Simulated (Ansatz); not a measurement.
What does this script print? It uses Ansatz 0.2.0, Python API.

Script `adiabatic_cl2hsb.py`:
```python
"""Vertical and adiabatic ionisation of Cl2HSb."""

import itertools
import warnings

import ansatz as az
from ase.data import atomic_numbers, covalent_radii
import numpy as np

warnings.simplefilter("ignore", az.DeckWarning)

mol = (
    az.Crystal.molecule()
    .atom("Cl", (-1.9265, -0.0998, 0.1583))
    .atom("Sb", (0.1856, -0.2383, -0.8846))
    .atom("Cl", (1.1131, -1.1385, 1.1137))
    .atom("H", (0.6833, 1.4163, -0.4077))
)

calculation = (
    mol.calculation()
    .basis(gaussian="def2-SVP")
    .functional("PBE0")
)
symbols = [site.symbol for site in mol.cartesian_sites]
start = np.array([site.position_ang for site in mol.cartesian_sites], dtype=float)
report = calculation.relax(force_tolerance=0.01, max_steps=100).run(threads=1).report
end = np.array(report["positions_ang"])

minimum = az.Crystal.molecule()
for symbol, place in zip(symbols, end):
    minimum = minimum.atom(symbol, place.tolist())
ion = minimum.calculation()
ion = ion.basis(gaussian="def2-SVP")
ion = ion.functional("PBE0")
ion = ion.charge(1)
ion = ion.spin("collinear", total=1)
vertical = ion.run(threads=1).report
settled = ion.relax(force_tolerance=0.01, max_steps=80).run(threads=1).report
print(f"vertical ionisation energy   {vertical['free_energy_ev'] - report['free_energy_ev']:.3f} eV")
print(f"adiabatic, no zero point     {settled['free_energy_ev'] - report['free_energy_ev']:.3f} eV")
print(f"relaxation energy of the ion {vertical['free_energy_ev'] - settled['free_energy_ev']:.3f} eV")
ionised = np.array(settled["positions_ang"])
# pairs closer than 1.2 times the sum of covalent radii, before or after
radius = [covalent_radii[atomic_numbers[s]] for s in symbols]
span = lambda where, i, j: np.linalg.norm(where[i] - where[j])
bonded = [(i, j) for i, j in itertools.combinations(range(len(symbols)), 2) if min(span(end, i, j), span(ionised, i, j)) < 1.2 * (radius[i] + radius[j])]
print("pair        before    after (A)")
for i, j in bonded:
    print(f"{symbols[i]}{i}-{symbols[j]}{j}".ljust(10), f"{span(end, i, j):8.4f} {span(ionised, i, j):8.4f}")
```

```console
$ python adiabatic_cl2hsb.py
vertical ionisation energy   10.016 eV
adiabatic, no zero point     9.802 eV
relaxation energy of the ion 0.214 eV
pair        before    after (A)
Cl0-Sb1      2.3728   2.2945
Sb1-Cl2      2.3727   2.2945
Sb1-H3       1.7247   1.7211
```

What to keep in mind:
- The energies are electronic: no zero-point or thermal terms, and the basis set is short of its limit. The product may relax into another structure. Each relaxation finds its nearest minimum, which needn't be the lowest.
- def2 sets replace the cores of elements past krypton by effective core potentials.
- Wall time of the script: 17 s on 1 thread of AMD EPYC 9R45 96-Core Processor (Zen 5), on a shared host, peak memory 0.28 GiB.
